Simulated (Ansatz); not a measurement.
# CH₆BNO: basis-set convergence

How large a basis does CH₆BNO need? Two functionals are run in growing sets.

Computed with Ansatz 0.2.0, Gaussian basis. Level: one geometry, several basis sets.

The runs, in order: PBE0-D4/def2-SVP; ωB97M-V/def2-SVP; PBE0-D4/def2-QZVPP; ωB97M-V/def2-QZVPP; the functionals' def2-TZVPP values are taken from earlier runs.

## Step 1: The geometry

All runs share one geometry, relaxed beforehand with PBE0-D4 in a triple-zeta def2 set.

10 atoms, charge 0, spin multiplicity 1.

Atoms are counted from 1 here; the program's logs count them from 0.

Bond lengths: C1–N2 1.440 Å, C1–H5 1.095 Å, C1–H6 1.091 Å, C1–H7 1.095 Å, N2–B3 1.395 Å, N2–H8 1.008 Å, B3–O4 1.374 Å, B3–H9 1.203 Å, O4–H10 0.957 Å. Angles: N2–C1–H5 112.0°, N2–C1–H6 109.1°, N2–C1–H7 112.0°, H5–C1–H6 107.8°, H5–C1–H7 107.9°, H6–C1–H7 107.8°, C1–N2–B3 126.3°, C1–N2–H8 115.2°, B3–N2–H8 118.5°, N2–B3–O4 118.7°, N2–B3–H9 119.7°, O4–B3–H9 121.6°, B3–O4–H10 112.4°.

## Step 2: PBE0-D4 in def2-SVP

The input, in.yaml:

```yaml
crystal:
  periodic: [false, false, false]
  atoms:
    - {symbol: C, position_ang: [-1.341412, 0.545848, -0.278270]}
    - {symbol: N, position_ang: [-0.058866, -0.064883, -0.513217]}
    - {symbol: B, position_ang: [0.917225, -0.330951, 0.447695]}
    - {symbol: O, position_ang: [2.091440, -0.921552, 0.048798]}
    - {symbol: H, position_ang: [-2.168431, -0.115660, -0.557471]}
    - {symbol: H, position_ang: [-1.440134, 0.772384, 0.784028]}
    - {symbol: H, position_ang: [-1.457594, 1.483376, -0.832434]}
    - {symbol: H, position_ang: [0.128979, -0.314858, -1.471974]}
    - {symbol: H, position_ang: [0.716745, -0.041918, 1.598168]}
    - {symbol: H, position_ang: [2.695148, -1.062888, 0.777577]}
basis:
  gaussian: {orbitals: def2-SVP}
hamiltonian: {xc: pbe0, dispersion: d4}
output: {orbitals: {seedname: orbitals}}
```

The run is started by

```sh
> ansatz run in.yaml --threads 2 --pin off --events-out ev --progress --plain --max-ram 4352MiB
```

The log of the run:

```text
Functional definition: PBE0
  name "PBE0"
  cite "Adamo & Barone, J. Chem. Phys. 110, 6158 (1999) doi:10.1063/1.478522"
  cite "Perdew, Burke & Ernzerhof, Phys. Rev. Lett. 77, 3865 (1996) doi:10.1103/PhysRevLett.77.3865"
  parent pbe
  parameter a = 0.25
  parameter kappa = 0.804
  parameter beta = 0.06672455060314922
  exchange = (1 - a)*pbe_x(kappa = kappa, mu = beta*pi^2/3) + a*exact_x
  correlation = pbe_c(beta = beta)
975 factors; their error is unknown
mean field evaluation 1: about -5333.5220 eV, gradient 5.8e1 eV
mean field evaluation 2: about -5329.2944 eV, gradient 7.5e1 eV
mean field evaluation 4: about -5340.3104 eV, gradient 1.8e0 eV
mean field evaluation 8: about -5340.3194 eV, gradient 1.3e-2 eV
mean field evaluation 16: about -5340.3136 eV, gradient 5.2e-5 eV
mean field -5340.31356045 eV, -196.2529035521 hartree, gradient 5.2e-5 eV, S^2 0.000000; 0 other end points of the search recorded, 0 dependent functions left out
reference -5340.31358516 eV, -196.2529044602 hartree; 16, 16 occupied and 70, 70 virtual orbitals, 975 factors
Total energy: -5340.42352925 eV, -196.2569448308 hartree
```

Run time: 0.45 s. Hardware: 2 threads of AMD EPYC 9B45, shared host.

## Step 3: ωB97M-V in def2-SVP

Edit in.yaml of step 2 so:

```diff
@@ -15,3 +15,3 @@
   gaussian: {orbitals: def2-SVP}
-hamiltonian: {xc: pbe0, dispersion: d4}
+hamiltonian: {xc: {name: wB97M-V}}
 output: {orbitals: {seedname: orbitals}}
```

Same command.

The log of the run, shortened:

```text
Functional definition: wB97M-V
  name "wB97M-V"
  cite "Mardirossian & Head-Gordon, J. Chem. Phys. 144, 214110 (2016) doi:10.1063/1.4952647"
  cite "Becke, J. Chem. Phys. 107, 8554 (1997) doi:10.1063/1.475007"
  cite "Vydrov & Van Voorhis, J. Chem. Phys. 133, 244103 (2010) doi:10.1063/1.3521275"
  # Of w^i u^j: cxij and so on, Table III.
[...]
  gx(w, u) = 1 - cx + cx01*u + cx10*w
  gss(w, u) = css00 + css04*u^4 + css10*w + css20*w^2 + css43*w^4*u^3
  gos(w, u) = cos00 + cos10*w + (cos20 + cos21*u)*w^2 + (cos60 + cos61*u)*w^6
[...]
      + integral(e_c_pw_mod_opposite_spin*gos(b97_w_opposite, b97_u_opposite)) + vv10(b, c)
975 factors; their error is unknown
248 factors; integrals over basis functions are off by at most 1.4e-5 eV
[...]
mean field -5344.07388613 eV, -196.3910929718 hartree, gradient 3.2e-5 eV, S^2 0.000000; 0 other end points of the search recorded, 0 dependent functions left out
reference -5344.07392510 eV, -196.3910944039 hartree; 16, 16 occupied and 70, 70 virtual orbitals, 975 factors
Total energy: -5344.07392510 eV, -196.3910944039 hartree
```

It took 1.4 s on 2 threads of AMD EPYC 9B45, shared host.

## Step 4: PBE0-D4 in def2-QZVPP

Edit in.yaml of step 3 so:

```diff
@@ -14,4 +14,4 @@
 basis:
-  gaussian: {orbitals: def2-SVP}
-hamiltonian: {xc: {name: wB97M-V}}
+  gaussian: {orbitals: "def2-QZVPP.json"}
+hamiltonian: {xc: pbe0, dispersion: d4}
 output: {orbitals: {seedname: orbitals}}
```

Same command.

The log of the run:

```text
Functional definition: PBE0
  name "PBE0"
  cite "Adamo & Barone, J. Chem. Phys. 110, 6158 (1999) doi:10.1063/1.478522"
  cite "Perdew, Burke & Ernzerhof, Phys. Rev. Lett. 77, 3865 (1996) doi:10.1103/PhysRevLett.77.3865"
  parent pbe
  parameter a = 0.25
  parameter kappa = 0.804
  parameter beta = 0.06672455060314922
  exchange = (1 - a)*pbe_x(kappa = kappa, mu = beta*pi^2/3) + a*exact_x
  correlation = pbe_c(beta = beta)
1105 factors; their error is unknown
mean field evaluation 1: about -5336.8020 eV, gradient 7.3e1 eV
mean field evaluation 2: about -5327.3623 eV, gradient 9.9e1 eV
mean field evaluation 4: about -5346.7630 eV, gradient 3.8e0 eV
mean field evaluation 8: about -5346.7935 eV, gradient 5.7e-2 eV
mean field evaluation 16: about -5346.7942 eV, gradient 1.5e-5 eV
mean field -5346.79417261 eV, -196.4910616563 hartree, gradient 1.5e-5 eV, S^2 0.000000; 0 other end points of the search recorded, 0 dependent functions left out
reference -5346.79420939 eV, -196.4910630080 hartree; 16, 16 occupied and 392, 392 virtual orbitals, 1105 factors
Total energy: -5346.90415348 eV, -196.4951033786 hartree
```

Run time: 2.7 s. Hardware: 2 threads of AMD EPYC 9B45, shared host; peak memory 0.96 GiB.

## Step 5: ωB97M-V in def2-QZVPP

Edit in.yaml of step 4 so:

```diff
@@ -15,3 +15,3 @@
   gaussian: {orbitals: "def2-QZVPP.json"}
-hamiltonian: {xc: pbe0, dispersion: d4}
+hamiltonian: {xc: {name: wB97M-V}}
 output: {orbitals: {seedname: orbitals}}
```

Same command.

The log of the run, shortened:

```text
Functional definition: wB97M-V
  name "wB97M-V"
  cite "Mardirossian & Head-Gordon, J. Chem. Phys. 144, 214110 (2016) doi:10.1063/1.4952647"
  cite "Becke, J. Chem. Phys. 107, 8554 (1997) doi:10.1063/1.475007"
  cite "Vydrov & Van Voorhis, J. Chem. Phys. 133, 244103 (2010) doi:10.1063/1.3521275"
  # Of w^i u^j: cxij and so on, Table III.
[...]
  gx(w, u) = 1 - cx + cx01*u + cx10*w
  gss(w, u) = css00 + css04*u^4 + css10*w + css20*w^2 + css43*w^4*u^3
  gos(w, u) = cos00 + cos10*w + (cos20 + cos21*u)*w^2 + (cos60 + cos61*u)*w^6
[...]
      + integral(e_c_pw_mod_opposite_spin*gos(b97_w_opposite, b97_u_opposite)) + vv10(b, c)
1105 factors; their error is unknown
335 factors; integrals over basis functions are off by at most 1.3e-5 eV
[...]
mean field -5350.78770751 eV, -196.6378213570 hartree, gradient 7.3e-5 eV, S^2 0.000000; 0 other end points of the search recorded, 0 dependent functions left out
reference -5350.78776704 eV, -196.6378235444 hartree; 16, 16 occupied and 392, 392 virtual orbitals, 1105 factors
Total energy: -5350.78776704 eV, -196.6378235444 hartree
```

Run time: 6.5 s. Hardware: 2 threads of AMD EPYC 9B45, shared host; peak memory 1.1 GiB.

## Step 6: Functionals by basis

The def2-TZVPP values come from earlier runs at the same geometry.

```csv
functional,basis,functions,energy (eV),from the largest (eV),HOMO (eV),LUMO (eV)
PBE0-D4,def2-SVP,86,-5340.4235,6.481,-6.93,1.86
PBE0-D4,def2-TZVPP,208,-5346.5836,0.321,-7.11,1.26
PBE0-D4,def2-QZVPP,408,-5346.9042,0.000,-7.14,0.79
ωB97M-V,def2-SVP,86,-5344.0739,6.714,-9.26,3.85
ωB97M-V,def2-TZVPP,208,-5350.4789,0.309,-9.45,2.54
ωB97M-V,def2-QZVPP,408,-5350.7878,0.000,-9.48,1.79
```

## Step 7: Summary of results

| quantity | value |
| --- | --- |
| PBE0-D4: double and triple zeta above quadruple | 6.48, 0.32 eV |
| ωB97M-V: double and triple zeta above quadruple | 6.71, 0.31 eV |

**Reading.** For PBE0-D4 the step from double to triple zeta gains 6.16 eV and the next only 0.32 eV. These are total energies; as a rule much of such shifts cancels in differences, which this series doesn't test. The LUMO of ωB97M-V is positive and keeps falling with the basis (3.85 to 1.79 eV): an unbound level that the basis holds in place.

For PBE0-D4 the largest set took about 6 times as long as the smallest (2.7 s against 0.45 s).
